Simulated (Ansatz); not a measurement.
**H on Mg (001)**

Aim: for Mg, find where and how strongly H adsorbs.

Computed with Ansatz 0.2.0 (DFT PBEsol, scalar-relativistic, plane waves, PAW, unless a step's input says otherwise).

2 further runs of the same task are left out: 2 set aside as unsound or not needed.

### 1 Starting point

The structure is trigonal, space group P3m1 (No. 156). Conventional cell: a = 3.188 Å, b = 3.188 Å, c = 24.663 Å, α = 90.00°, β = 90.00°, γ = 120.00°. Mg (site symmetry 3m) is surrounded by 9 Mg at 3.15 to 3.19 Å. Mg (site symmetry 3m) has 12 Mg at 3.12 to 3.19 Å as nearest neighbours. Mg (site symmetry 3m) is surrounded by 9 Mg at 3.18 to 3.19 Å.

Structure file:

```
Mg
1.0
     3.18820    0.00000    0.00000
    -1.59410    2.76106    0.00000
     0.00000    0.00000   24.66270
Mg
4
Direct
  0.66667 0.33333 0.34465
  0.33333 0.66667 0.44822
  0.66667 0.33333 0.55028
  0.33333 0.66667 0.65557
```

Planes are indexed in the bulk's conventional cell (P6_3/mmc (No. 194)), a = 3.188 Å, b = 3.188 Å, c = 5.108 Å, α = 90.00°, β = 90.00°, γ = 120.00°.

This (001) slab, 7.7 Å thick as cut, with 17 Å of vacuum; its outer planes are Mg (top) and Mg (bottom), was relaxed beforehand with its lower half held: -7647.4648 eV, work function 3.85 eV.

### 2 H put at a top (Mg) site

input.yaml

```yaml
crystal:
  lattice:
    - [3.1881999938, 0.0, 0.0]
    - [-1.5940999969, 2.761062187, 0.0]
    - [0.0, 0.0, 26.6626988054]
  atoms:
    - { symbol: Mg, position: [0.6666666667, 0.3333333333, 0.3187974354] }
    - { symbol: Mg, position: [0.3333333333, 0.6666666667, 0.4145954247] }
    - { symbol: Mg, position: [0.6666666667, 0.3333333333, 0.5089990241] }
    - { symbol: Mg, position: [0.3333333333, 0.6666666667, 0.6063904499] }
    - { symbol: H, position: [0.3333333333, 0.6666666667, 0.6709000486] }
basis:
  ecutwfc: 420
kpoints:
  mp_grid: { grid: [9, 9, 1] }
hamiltonian:
  xc: pbesol
scf:
  occupations: { method: gaussian, width: 0.1 }
output:
  forces: true
  eigenvalues: true
relax:
  adjacent_minimum: "off"
  f_tol: 0.03
  max_steps: 70
  constraints: [{ sites: [0, 1] }]
efield:
  axis: 3
  dipole_correction: true
```

Further runs follow: H at the hollow (nearest Mg) site; H put at a bridge (Mg-Mg) site.

Before running it: what results should come out? Wanted: H: lowest end.

As calculated:

| quantity | value |
| --- | --- |
| H: lowest end | E_ads -2.55 eV, from the bridge (Mg-Mg) start, 3 bonded, 0.85 Å high |

The strongest binding of H is 2.55 eV, a strong chemical bond when counted from the free atom, not from the element's molecule or solid; the ends span 1.07 eV. On the way to the lowest end the anchoring atom slid 0.9 Å from where it was put. It lowers the work function by 0.28 eV, as a dipole layer with its positive end outwards does. The slab runs have no spin polarisation, while the free adsorbate has its spin; a moment that survived on the surface would lower E_ads. A start on a symmetric site keeps its symmetry, so an end may be a saddle point and not a minimum.
